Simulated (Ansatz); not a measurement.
# NbAl2: the cost of one run

Program: Ansatz 0.2.0. Level of theory: DFT PBE, scalar-relativistic, plane waves, PAW. These are calculated values, not measurements.

### 1 The structure to begin with

The structure is tetragonal, space group I4/mmm (No. 139). Conventional cell: a = 3.216 Å, b = 3.216 Å, c = 9.649 Å, α = 90.00°, β = 90.00°, γ = 90.00°. Al (site symmetry 4mm) is surrounded by 4 Al at 2.79 Å and 4 Nb at 2.79 Å. Nb (site symmetry 4/mmm) is surrounded by 8 Al at 2.79 Å.

Coordinates:

```cif
data_structure
_symmetry_space_group_name_H-M 'I4/mmm'
_symmetry_Int_Tables_number 139
_cell_length_a 3.2165
_cell_length_b 3.2165
_cell_length_c 9.6495
_cell_angle_alpha 90.000
_cell_angle_beta 90.000
_cell_angle_gamma 90.000
_cell_volume 99.83
loop_
_atom_site_label
_atom_site_type_symbol
_atom_site_symmetry_multiplicity
_atom_site_Wyckoff_symbol
_atom_site_fract_x
_atom_site_fract_y
_atom_site_fract_z
_atom_site_occupancy
Al1 Al 4 e 0.00000 0.00000 0.33333 1
Nb1 Nb 2 a 0.00000 0.00000 0.00000 1
```

Recipe of the guess: ordered superstructure of bcc (I4/mmm, No. 139). The dimensions are guesses.

### 2 A first look at the guess

Input file input.yaml:

```yaml
crystal:
  lattice:
    - [-1.60824776, 1.60824776, 4.82474327]
    - [1.60824776, -1.60824776, 4.82474327]
    - [1.60824776, 1.60824776, -4.82474327]
  atoms:
    - { symbol: Al, position: [0.33333333, 0.33333333, 0.0] }
    - { symbol: Al, position: [0.66666667, 0.66666667, 0.0] }
    - { symbol: Nb, position: [0.0, 0.0, 0.0] }
basis:
  ecutwfc: 420
kpoints:
  mp_grid: { grid: [8, 8, 8] }
hamiltonian:
  xc: pbe
scf:
  occupations: { method: gaussian, width: 0.1 }
  lower_state_search: "off"
output:
  forces: true
  stress: true
  eigenvalues: true
```

Run with:

```sh
> ansatz run input.yaml --threads 1 --pin off --max-ram 2560MiB --backend cpu --events-out ev --progress --plain --runs-dir out
```

Q: Estimate wall time and peak memory on 1 thread of Intel Xeon at 2.50GHz (Skylake/Cascade Lake), shared host.

About 5.4 s, with a peak of 0.35 GiB.
